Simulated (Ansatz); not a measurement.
# TaC+ (triplet): the correlation ladder, def2-SVP

The task here is to estimate one member of a computed series from the others.

Program: Ansatz 0.2.0, Gaussian basis. Level of theory: def2-SVP, core rule «outside noble gas», up to 5 orbitals frozen. These are calculated values, not measurements.

To be run: UHF; CCSD(T) on ROHF; CCSD(T) on UHF; CISD; CCSDT(Q) on ROHF; CCSDT(Q) on UHF.

24 further runs of the same task are left out: 11 for a known fault of the program, 4 that didn't finish, 9 set aside as unsound or not needed.

## What is computed

The geometry is a PBE0/def2-TZVP stationary point (not a proven minimum) of the parent state, kept for this charge and spin. No spin-orbit coupling is included. Elements past krypton take def2 core potentials.

2 atoms, charge 1, spin multiplicity 3.

Atoms are counted from 1 here; the program's logs count them from 0.

Bond lengths: Ta1–C2 1.746 Å.

The first run:

in.yaml reads:

```yaml
crystal:
  periodic: [false, false, false]
  atoms:
    - {symbol: Ta, position_ang: [0.000000, 0.000000, 0.000000]}
    - {symbol: C, position_ang: [0.000000, 0.000000, 1.745600]}
basis:
  gaussian: {orbitals: def2-SVP}
total_charge: 1
magnetization: {spin_polarized: true, initial_magnetization: 2}
hamiltonian: {xc: hf}
output: {orbitals: {seedname: orbitals}}
```

Launch:

```console
$ ansatz run in.yaml --threads 1 --pin off --events-out ev --progress --plain --max-ram 2393MiB
```

Among the steps run: UHF; CCSD(T) on ROHF; CCSD(T) on UHF; CISD; CCSDT(Q) on ROHF; CCSDT(Q) on UHF.

One of the session's tables, all rows but one given; the rest of the session is left out.

| method | from RCCSDT(Q) (meV) |
| --- | --- |
| ROHF | +6443.5 |
| RMP2 | +318.4 |
| UMP2 | +1309.5 |
| RCCSD | +454.6 |
| UCCSD | +438.5 |
| RCCSD(T) | +74.7 |
| UCCSD(T) | +90.8 |
| RCCSDT | ? |
| UCCSDT | +47.5 |
| RCCSDT(Q) | 0 |
| UCCSDT(Q) | -14.5 |

Estimate the missing values for RCCSDT.

**Answer.** from RCCSDT(Q) (meV): +61.5. In the column «from RCCSDT(Q) (meV)» it lies between UCCSDT (+47.5) and RCCSD(T) (+74.7).

Not comparable, so not listed: CISD (they don't share determinant, frozen orbitals or solution with the rows shown, or repeat one).

Left out of the table: UHF (another determinant or state than the rows shown).

Caveats from the session: The determinant is far from a pure spin state, so its energy mixes those of several spin states (harmless only where they are near-degenerate, as at dissociation). The program flags UCCSD(T) as in doubt, so those rows may rest on another solution; read them beside their warnings. Warnings: spin contamination; coupled cluster took another determinant than the lowest. Restricted and unrestricted rows rest on different reference determinants; where their highest levels disagree by more than a few hundredths of an eV, they describe different states and don't form one ladder.
